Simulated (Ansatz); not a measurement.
# LaC2: properties at the relaxed cell

The task here is to estimate one member of a computed series from the others.

Computed with Ansatz 0.2.0 (DFT PBEsol, scalar-relativistic, plane waves, PAW, unless a step's input says otherwise).

2 further runs of the same task are left out: 2 set aside as unsound or not needed.

## The system as given

The structure is tetragonal, space group I4/mmm (No. 139). The conventional cell has a = 3.891 Å, b = 3.891 Å, c = 6.531 Å, α = 90.00°, β = 90.00°, γ = 90.00°. Around La (site symmetry 4/mmm) lie 10 C at 2.62 to 2.83 Å. C (site symmetry 4mm) has 1 C at 1.29 Å as nearest neighbours.

Structure file:

```xyz
3
Lattice="-1.9453 1.9453 3.2654 1.9453 -1.9453 3.2654 1.9453 1.9453 -3.2654" Properties=species:S:1:pos:R:3 pbc="T T T"
La    0.0000    0.0000    0.0000
C     0.0000    0.0000    2.6183
C     0.0000    0.0000    3.9124
```

It is the result of an earlier relaxation at this level (volume 16.47 Å³/atom; gap on the mesh: none (metal)).

The first run:

File input.yaml:

```yaml
crystal:
  lattice:
    - [-1.9256037846, 1.9256037846, 3.2323738248]
    - [1.9256037846, -1.9256037846, 3.2323738248]
    - [1.9256037846, 1.9256037846, -3.2323738248]
  atoms:
    - { symbol: La, position: [0.0, 0.0, 0.0] }
    - { symbol: C, position: [0.4009193919, 0.4009193919, 0.0] }
    - { symbol: C, position: [0.5990806081, 0.5990806081, 0.0] }
basis:
  ecutwfc: 420
kpoints:
  mp_grid: { grid: [16, 16, 16] }
hamiltonian:
  xc: pbesol
scf:
  occupations: { method: gaussian, width: 0.1 }
output:
  forces: true
  stress: true
  eigenvalues: true
relax:
  adjacent_minimum: "off"
  f_tol: 0.01
  max_steps: 30
  cell: { stress_tol: 0.1, fix: [volume] }
```

Run with:

```bash
ansatz run input.yaml --threads 1 --pin off --max-ram 2560MiB --backend cpu --events-out ev --progress --plain --runs-dir out
```

Among the steps run: Point at V/V0 = 0.97; The cell scaled to 1.03 of its volume; The cell scaled to 0.94 of its volume; Point at V/V0 = 1.06; The cell scaled to 0.91 of its volume; Volume × 1.10; Volume × 0.88.

One table of the session follows, with a row left open; its other results are not shown here.

It belongs to the step «Fit of the equation of state». 

| volume (Å³/atom) | energy above the lowest point (meV/atom) | pressure (GPa) |
| --- | --- | --- |
| 14.498 | 92.0 | 16.79 |
| 14.992 | 48.6 | 11.49 |
| 15.486 | ? | ? |
| 15.981 | 4.8 | 3.21 |
| 16.475 | 0.0 | 0.00 |
| 16.969 | 4.3 | -2.71 |
| 17.463 | 16.4 | -4.99 |
| 18.122 | 42.2 | -7.47 |

**Question.** Estimate the row for volume (Å³/atom) = 15.486.

Worked estimate for «energy above the lowest point (meV/atom)». A straight line through the neighbours (14.992, 48.6) and (15.981, 4.8) gives 48.6 + (4.8 − 48.6) × (15.486 − 14.992) / (15.981 − 14.992) = 26.7; a parabola fitted to 4 rows on both sides gives 20.3.

The run gave: energy above the lowest point (meV/atom): 20.3; pressure (GPa): 7.01. In «energy above the lowest point (meV/atom)» the line misses by +6.4 and the parabola by 0.0.
